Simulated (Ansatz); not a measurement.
# Iron, A15 under PBEsol: relaxation and energy

The plan for iron in the A15 structure: relax it, then solve it on a dense k-mesh. The start is ferromagnetic. The k-meshes are 6×6×6 for the relaxation; 8×8×8 for the dense run.

Method: DFT PBEsol, plane waves (420 eV) with PAW, scalar-relativistic; the PAW data stem from PBE, with regenerated cores, in Ansatz 0.2.0.

## (1) Starting point

It takes space group Pm-3n (No. 223, cubic). Conventional cell: a = 4.550 Å, b = 4.550 Å, c = 4.550 Å, α = 90.00°, β = 90.00°, γ = 90.00°. Fe (site symmetry m-3) is surrounded by 12 Fe at 2.54 Å. Fe (site symmetry -4m2) is surrounded by 6 Fe at 2.28 to 2.54 Å.

Coordinates:

```
Fe
1.0
     4.55029    0.00000    0.00000
     0.00000    4.55029    0.00000
     0.00000    0.00000    4.55029
Fe
8
Direct
  0.00000 0.00000 0.00000
  0.50000 0.50000 0.50000
  0.25000 0.00000 0.50000
  0.75000 0.00000 0.50000
  0.50000 0.25000 0.00000
  0.50000 0.75000 0.00000
  0.00000 0.50000 0.25000
  0.00000 0.50000 0.75000
```

The atoms start with moments of +2.5 ×8 μB.

## (2) Geometry optimisation

The input, input.yaml:

```yaml
crystal:
  lattice:
    - [4.5502851155, 0.0, 0.0]
    - [0.0, 4.5502851155, 0.0]
    - [0.0, 0.0, 4.5502851155]
  atoms:
    - { symbol: Fe, position: [0.0, 0.0, 0.0], spin: 2.5 }
    - { symbol: Fe, position: [0.5, 0.5, 0.5], spin: 2.5 }
    - { symbol: Fe, position: [0.25, 0.0, 0.5], spin: 2.5 }
    - { symbol: Fe, position: [0.75, 0.0, 0.5], spin: 2.5 }
    - { symbol: Fe, position: [0.5, 0.25, 0.0], spin: 2.5 }
    - { symbol: Fe, position: [0.5, 0.75, 0.0], spin: 2.5 }
    - { symbol: Fe, position: [0.0, 0.5, 0.25], spin: 2.5 }
    - { symbol: Fe, position: [0.0, 0.5, 0.75], spin: 2.5 }
hamiltonian:
  xc: pbesol
  pseudopotentials:
    kind: paw
    azcp:
      Fe: "pseudopotentials/Fe.paw.azcp"
basis:
  ecutwfc: 420
  fft_grid_basis: typed
kpoints:
  mp_grid: { grid: [6, 6, 6], shift: [0, 0, 0] }
magnetization:
  spin_polarized: true
scf:
  occupations: { method: fermi_dirac, width: 0.05 }
relax:
  max_steps: 60
  f_tol: 0.01
  cell: {}
```

The run is started by

```
ansatz run input.yaml --threads 4 --pin off --max-ram 8192MiB --backend cpu --events-out ev --progress --plain --runs-dir out
```

The runs that follow: Single point on a dense mesh.

**Question.** What will these runs give? Wanted: space group; conventional cell; volume; shortest distance; gap on the mesh; magnetic state; relative to bcc, ferromagnetic.

**Answer**, as computed:

```
                      quantity                                  value
space group (spins left aside)                        Pm-3n (No. 223)
             conventional cell                            a = 4.441 Å
                        volume                         10.949 Å³/atom
             shortest distance                                2.221 Å
               gap on the mesh           none (levels filled in part)
                magnetic state  ferromagnetic, up to 2.10 μB per atom
relative to bcc, ferromagnetic                           +90 meV/atom
```

The relaxation shrank the cell by 7.0 % in volume. It lies 90 meV/atom above the element's reference form at the same level (bcc, ferromagnetic, from a run of its own). The final state is ferromagnetic (largest moment 2.10 μB). Levels at the Fermi energy are filled in part, as in a metal. The symmetry was held, so the structure may be unstable against distortions that break it.
